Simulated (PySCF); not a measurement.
**SiSe: basis, grid and Hamiltonian**

Aim: see how much the energy and properties of SiSe depend on the numerical set-up.

Method: method and basis as typed in the scripts; program: PySCF 2.14.0.

## 1. The system as given

SiSe: 2 atoms, charge 0, spin multiplicity 1.

Bond lengths: Si1–Se2 2.230 Å.

## 2. Base script

Contents of input.py:

```python
from pyscf import gto, scf, mp

mol = gto.M(
    atom='Si 0 0 0; Se 0 0 2.23',
    basis='cc-pvdz',
    charge=0,
    spin=0,
    verbose=4,
)
mf = scf.UHF(mol)
mf.kernel()
mp.MP2(mf).kernel()
mf.dip_moment()
print('orbital energies (hartree):', [e[max(0, n-3):n+3].round(4) for e, n in zip(mf.mo_energy, mol.nelec)])
```

Launch:

```bash
$ python input.py
```

The log of this run is left out.

It gives: E(SCF) = -2688.748266 Eh, 11 cycles, E(MP2) − E(SCF) = -0.22548 Eh, μ = 2.85 D (of the SCF density).

The bond length is a typed value, not an optimised one.

## 3. Cc-pvdz-dk (X2C on)

Variant 1 changes basis set: cc-pvdz → cc-pvdz-dk; spin-free X2C: off → on.

Contents of input.py:

```python
from pyscf import gto, scf, mp

mol = gto.M(
    atom='Si 0 0 0; Se 0 0 2.23',
    basis='cc-pvdz-dk',
    charge=0,
    spin=0,
    verbose=4,
)
mf = scf.UHF(mol)
mf = mf.sfx2c1e()
mf.kernel()
mp.MP2(mf).kernel()
mf.dip_moment()
print('orbital energies (hartree):', [e[max(0, n-3):n+3].round(4) for e, n in zip(mf.mo_energy, mol.nelec)])
```

Launch:

```bash
$ python input.py
```

## 4. 6-31g

Variant 2 changes basis set: cc-pvdz → 6-31g.

Edit input.py of step 2 so:

```diff
@@ -4,3 +4,3 @@
     atom='Si 0 0 0; Se 0 0 2.23',
-    basis='cc-pvdz',
+    basis='6-31g',
     charge=0,
```

## 5. Cartesian functions on

Variant 3 changes Cartesian functions: off → on.

Edit input.py of step 2 so:

```diff
@@ -7,2 +7,3 @@
     spin=0,
+    cart=True,
     verbose=4,
```

## 6. Crenbl (core potential on)

Variant 4 changes basis set: cc-pvdz → crenbl; core potential: off → on. The core potential changes with it: totals don't compare.

Edit input.py of step 2 so:

```diff
@@ -4,3 +4,4 @@
     atom='Si 0 0 0; Se 0 0 2.23',
-    basis='cc-pvdz',
+    basis='crenbl',
+    ecp={'Si': 'crenbl', 'Se': 'crenbl'},
     charge=0,
```

## 7. Sbkjc (core potential on)

Variant 5 changes basis set: cc-pvdz → sbkjc; core potential: off → on. The core potential changes with it: totals don't compare.

Edit input.py of step 2 so:

```diff
@@ -4,3 +4,4 @@
     atom='Si 0 0 0; Se 0 0 2.23',
-    basis='cc-pvdz',
+    basis='sbkjc',
+    ecp={'Si': 'sbkjc', 'Se': 'sbkjc'},
     charge=0,
```

## 8. Density fitting def2-universal-jkfit

Variant 6 changes density fitting: none → def2-universal-jkfit.

Edit input.py of step 2 so:

```diff
@@ -10,2 +10,3 @@
 mf = scf.UHF(mol)
+mf = mf.density_fit(auxbasis='def2-universal-jkfit')
 mf.kernel()
```

Q: Predict the outcome of this session. Wanted: for each run, E(SCF); from base; gap; SCF dipole; after the SCF.

As calculated:

```
                                 run  E(SCF) (hartree)  from base (eV)  cycles  gap (eV)  SCF dipole (D)  functions               after the SCF
                                base      -2688.748266               0      11      9.51            2.85         45   MP2 correlation -6.136 eV
                 cc-pvdz-dk (X2C on)      -2717.526645  not comparable      11      9.49            2.82         45   MP2 correlation -6.213 eV
                               6-31g      -2688.371334        +10.2569      10      9.32            3.25         40   MP2 correlation -7.563 eV
              Cartesian functions on      -2688.749155         -0.0242      10      9.50            2.83         48   MP2 correlation -6.411 eV
          crenbl (core potential on)       -135.123840  not comparable      12      9.35            3.24         48  MP2 correlation -10.258 eV
           sbkjc (core potential on)        -12.861520  not comparable       9      9.22            3.14         16   MP2 correlation -2.566 eV
density fitting def2-universal-jkfit      -2688.748215         +0.0014      11      9.51            2.85         45   MP2 correlation -6.136 eV
```

What this shows: Of the runs whose energies can be compared, “6-31g” moves the SCF energy most (+10.257 eV). 6-31g (40 functions) gives an energy 10.26 eV higher than cc-pvdz (45).
